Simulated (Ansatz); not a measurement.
CH₅GeO, SMILES O[CH2][GeH2], a rigid torsion scan

Program: Ansatz's Python interface.

Run as a notebook:

```python
import ansatz as az
from ase import Atoms
```

```python
atoms = Atoms(["O", "C", "Ge", "H", "H", "H", "H", "H"], positions=[
    (-1.4139, 0.853, 0.1746),
    (-0.6482, -0.3178, 0.1414),
    (1.2282, 0.1018, 0.4592),
    (-1.2024, 1.3485, -0.659),
    (-1.0, -1.0034, 0.9394),
    (-0.7579, -0.8302, -0.8399),
    (1.7364, 1.0551, -0.6523),
    (2.0579, -1.2071, 0.4366),
])

# start the scan from a relaxed geometry
first = (
    az.Crystal.molecule_from_ase(atoms).calculation()
    .basis(gaussian="def2-SVP")
    .functional("cam_b3lyp")
    .spin("collinear", total=1)
    .relax(force_tolerance=0.02, max_steps=80)
)
atoms.positions = first.run(threads=1).report["positions_ang"]

start = atoms.get_dihedral(2, 1, 0, 3)
energies = {}
for turn in range(0, 360, 40):
    turned = atoms.copy()
    turned.set_dihedral(2, 1, 0, 3, start + turn, indices=[0, 3])
    calculation = (
        az.Crystal.molecule_from_ase(turned).calculation()
        .basis(gaussian="def2-SVP")
        .functional("cam_b3lyp")
        .spin("collinear", total=1)
    )
    energies[round((start + turn) % 360)] = calculation.run(threads=1).report["free_energy_ev"]
floor = min(energies.values())
print("dihedral Ge2-C1-O0-H3 (deg)   E - E(min) (kcal/mol)")
for angle, e in sorted(energies.items()):
    print(f"{angle:8d} {23.060548 * (e - floor):14.3f}  " + "#" * int(30 * (e - floor) / max(max(energies.values()) - floor, 1e-9)))
```

    dihedral Ge2-C1-O0-H3 (deg)   E - E(min) (kcal/mol)
          22          1.686  #################
          62          0.000
         102          1.362  ##############
         142          2.355  ########################
         182          1.959  ####################
         222          2.307  #######################
         262          2.060  #####################
         302          1.756  ##################
         342          2.903  ##############################

Reading the output:
- The scan is rigid and the energies are electronic, in a modest basis. With rigid groups the curve can differ much from the relaxed path, the start wasn't checked as a minimum of this torsion, and equivalent turns needn't return to the same energy.
- The run takes the species as open-shell (spin multiplicity 2), which needn't be its ground state.
- Wall time of the script: 93 s on 1 thread of Arm Neoverse V2, with other jobs on the host, peak memory 0.34 GiB.
